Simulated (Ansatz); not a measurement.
## Molecular dynamics of MgO

Input file:

```yaml
accuracy: low
crystal:
  lattice:
    - [0.0, 4.31, 4.31]
    - [4.31, 0.0, 4.31]
    - [4.31, 4.31, 0.0]
  atoms:
    - { symbol: Mg, position: [0.0, 0.0, 0.0] }
    - { symbol: O, position: [0.25, 0.25, 0.25] }
    - { symbol: Mg, position: [0.0, 0.0, 0.5] }
    - { symbol: O, position: [0.25, 0.25, 0.75] }
    - { symbol: Mg, position: [0.0, 0.5, 0.0] }
    - { symbol: O, position: [0.25, 0.75, 0.25] }
    - { symbol: Mg, position: [0.0, 0.5, 0.5] }
    - { symbol: O, position: [0.25, 0.75, 0.75] }
    - { symbol: Mg, position: [0.5, 0.0, 0.0] }
    - { symbol: O, position: [0.75, 0.25, 0.25] }
    - { symbol: Mg, position: [0.5, 0.0, 0.5] }
    - { symbol: O, position: [0.75, 0.25, 0.75] }
    - { symbol: Mg, position: [0.5, 0.5, 0.0] }
    - { symbol: O, position: [0.75, 0.75, 0.25] }
    - { symbol: Mg, position: [0.5, 0.5, 0.5] }
    - { symbol: O, position: [0.75, 0.75, 0.75] }
basis:
  ecutwfc: 420.0
kpoints:
  mp_grid: { grid: [2, 2, 2] }
hamiltonian:
  xc: pbe
scf:
  occupations: { method: fermi_dirac, width: 0.05 }
  lower_state_search: "off"
md:
  timestep: 1
  n_steps: 260
  ensemble: nvt_langevin
  temperature: 1170.0
  initial_velocities: maxwell_boltzmann
  seed: 749595
  friction: 0.02
```

Command:

```bash
$ ansatz run input.yaml --threads 1 --pin off --max-ram 3072MiB --backend cpu --events-out ev --progress --plain --runs-dir out
```

It goes on from the last frame of an earlier run, with new velocities.

Output, in part (step lines):

```
md step     0: t =     0.00 fs  T =  1096.9 K  F+E_penalty+E_count = -19952.90574864 eV  E_kin = 2.268513 eV  (6 SCF iters)
md step     1: t =     1.00 fs  T =   980.2 K  F+E_penalty+E_count = -19952.89710081 eV  E_kin = 2.027280 eV  (7 SCF iters)
md step     2: t =     2.00 fs  T =   979.5 K  F+E_penalty+E_count = -19952.87185028 eV  E_kin = 2.025824 eV  (6 SCF iters)
md step     3: t =     3.00 fs  T =   920.5 K  F+E_penalty+E_count = -19952.82954884 eV  E_kin = 1.903784 eV  (6 SCF iters)
md step     4: t =     4.00 fs  T =   830.5 K  F+E_penalty+E_count = -19952.77333441 eV  E_kin = 1.717527 eV  (6 SCF iters)
md step     5: t =     5.00 fs  T =   694.8 K  F+E_penalty+E_count = -19952.71068293 eV  E_kin = 1.437014 eV  (5 SCF iters)
md step     6: t =     6.00 fs  T =   654.3 K  F+E_penalty+E_count = -19952.64511606 eV  E_kin = 1.353168 eV  (5 SCF iters)
md step     7: t =     7.00 fs  T =   602.7 K  F+E_penalty+E_count = -19952.57611692 eV  E_kin = 1.246417 eV  (5 SCF iters)
[... lines left out ...]
md step   259: t =   259.00 fs  T =   730.1 K  F+E_penalty+E_count = -19950.99407230 eV  E_kin = 1.509955 eV  (5 SCF iters)
md step   260: t =   260.00 fs  T =   728.3 K  F+E_penalty+E_count = -19951.02243552 eV  E_kin = 1.506272 eV  (7 SCF iters)
```

The steps, from the saved trajectory:

| time (fs) | T (K) | potential energy less start (eV) |
| --- | --- | --- |
| 0.0 | 1097 | 0.000 |
| 8.0 | 584 | 0.400 |
| 16.0 | 425 | 0.789 |
| 24.0 | 540 | 0.999 |
| 32.0 | 731 | 1.291 |
| 40.0 | 816 | 1.632 |
| 48.0 | 1141 | 1.743 |
| 56.0 | 1131 | 2.130 |
| 64.0 | 889 | 2.376 |
| 72.0 | 746 | 2.593 |
| 80.0 | 715 | 2.594 |
| 88.0 | 1066 | 2.098 |
| 96.0 | 981 | 1.910 |
| 104.0 | 1029 | 2.145 |
| 112.0 | 1444 | 1.661 |
| 120.0 | 1138 | 1.398 |
| 128.0 | 1264 | 1.695 |
| 136.0 | 1045 | 2.055 |
| 144.0 | 1203 | 2.150 |
| 152.0 | 1278 | 2.379 |
| 160.0 | 1383 | 2.623 |
| 168.0 | 1690 | 2.225 |
| 176.0 | 1550 | 1.976 |
| 184.0 | 900 | 2.125 |
| 192.0 | 1178 | 1.979 |
| 200.0 | 1089 | 1.702 |
| 208.0 | 845 | 1.899 |
| 216.0 | 827 | 1.831 |
| 224.0 | 805 | 1.678 |
| 232.0 | 696 | 1.505 |
| 240.0 | 901 | 1.517 |
| 248.0 | 768 | 1.949 |
| 256.0 | 819 | 2.004 |

The run went to its last step. The mean temperature of the second half is 11 % below the set value. A run of 0.26 ps of so small a system gives no equilibrium averages. Limits of this set-up: coarse k mesh, low accuracy level.

Mean squared displacements from the first frame to the last, about the centre of mass: Mg 0.03 Å², O 0.02 Å².

Last frame:

```xyz
16
Lattice="0.0000 4.3100 4.3100 4.3100 0.0000 4.3100 4.3100 4.3100 0.0000" Properties=species:S:1:pos:R:3
Mg -0.385 -0.386 0.021
O 1.688 1.991 2.080
Mg 1.729 1.779 0.113
O 3.886 4.045 2.129
Mg 1.631 -0.197 2.319
O 3.717 1.681 4.251
Mg 3.913 1.702 2.131
O 5.892 4.060 4.210
Mg -0.583 2.075 2.109
O 1.706 4.072 4.369
Mg 1.551 3.956 2.105
O 3.799 6.114 4.431
Mg 1.617 2.025 4.125
O 3.834 4.070 6.388
Mg 3.918 3.995 4.238
O 6.008 6.047 6.632
```

Time of the run: 15 min on 1 CPU thread of a shared host.
